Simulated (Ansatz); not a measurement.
**Cobalt, simple cubic under r²SCAN: structure, energy and stiffness**

The plan for cobalt in the simple cubic structure: relax it, solve it on a dense k-mesh, switch on spin-orbit coupling, then scale the cell to 7 volumes from 88 to 112 % of the relaxed one and try a fit of the equation of state. The start is ferromagnetic. The k-meshes are 14×14×14 for the relaxation; 22×22×22 for the dense run; 13×13×13 for spin-orbit coupling; 15×15×15 for the volumes.

This is Co in the simple cubic structure; at room conditions it is hcp.

Computed with Ansatz 0.2.0 (DFT r2SCAN, plane waves (500 eV) with PAW, scalar-relativistic; PBE-made PAW files, unless a step says otherwise).

### 1 The structure to begin with

It takes space group Pm-3m (No. 221, cubic). The conventional cell has a = 2.287 Å, b = 2.287 Å, c = 2.287 Å, α = 90.00°, β = 90.00°, γ = 90.00°. Around Co (site symmetry m-3m) lie 6 Co at 2.29 Å.

As a file:

```xyz
1
Lattice="2.2868 0.0000 0.0000 0.0000 2.2868 0.0000 0.0000 0.0000 2.2868" Properties=species:S:1:pos:R:3 pbc="T T T"
Co    0.0000    0.0000    0.0000
```

Starting moments (μB): +1.7.

### 2 Relaxing cell and atoms

The input, input.yaml:

```yaml
crystal:
  lattice:
    - [2.286848805, 0.0, 0.0]
    - [0.0, 2.286848805, 0.0]
    - [0.0, 0.0, 2.286848805]
  atoms:
    - { symbol: Co, position: [0.0, 0.0, 0.0], spin: 1.7 }
hamiltonian:
  xc: r2scan
  pseudopotentials:
    kind: paw
    azcp:
      Co: "pseudopotentials/Co.paw.azcp"
basis:
  ecutwfc: 500
  fft_grid_basis: typed
kpoints:
  mp_grid: { grid: [14, 14, 14], shift: [0, 0, 0] }
magnetization:
  spin_polarized: true
scf:
  occupations: { method: fermi_dirac, width: 0.05 }
relax:
  max_steps: 60
  f_tol: 0.01
  cell: {}
```

Started as:

```console
$ ansatz run input.yaml --threads 1 --pin off --max-ram 3584MiB --backend cpu --events-out ev --progress --plain --runs-dir out
```

Further steps of the session: Dense single point; With spin-orbit coupling; At 88 % of the relaxed volume; At 92 % of the relaxed volume; At 96 % of the relaxed volume; At 100 % of the relaxed volume; At 104 % of the relaxed volume; At 108 % of the relaxed volume; At 112 % of the relaxed volume.

Q: Predict the outcome of this session. Wanted: space group; conventional cell; volume; shortest distance; gap on the mesh; magnetic state; relative to hcp, ferromagnetic; magnetic state with spin-orbit coupling; V₀, B₀, B₀′.

The runs gave:

```
                               quantity                                  value
         space group (spins left aside)                        Pm-3m (No. 221)
                      conventional cell                            a = 2.327 Å
                                 volume                         12.600 Å³/atom
                      shortest distance                                2.327 Å
                        gap on the mesh           none (levels filled in part)
                         magnetic state  ferromagnetic, up to 2.09 μB per atom
         relative to hcp, ferromagnetic                          +744 meV/atom
magnetic state with spin-orbit coupling  ferromagnetic, up to 2.07 μB per atom
                            V₀, B₀, B₀′           12.585 Å³/atom, 156 GPa, 5.1
```

**Reading.** From the guessed start the volume grew by 5.4 % in 7 steps. Against the reference form of cobalt (hcp, ferromagnetic, computed apart with the same settings) it stands 744 meV/atom higher, so it is far from stable. It ends ferromagnetic, with up to 2.09 μB per atom. No gap shows: it is a metal or semimetal at this level. The spin-orbit run (on a coarser mesh) has the same spin moments. Totals with and without spin-orbit coupling (+1.4 eV/atom apart) can't be read as binding, since the two-component data shift the zero of energy. B₀ comes out at 156 GPa. The symmetry was held, so the structure may be unstable against distortions that break it.
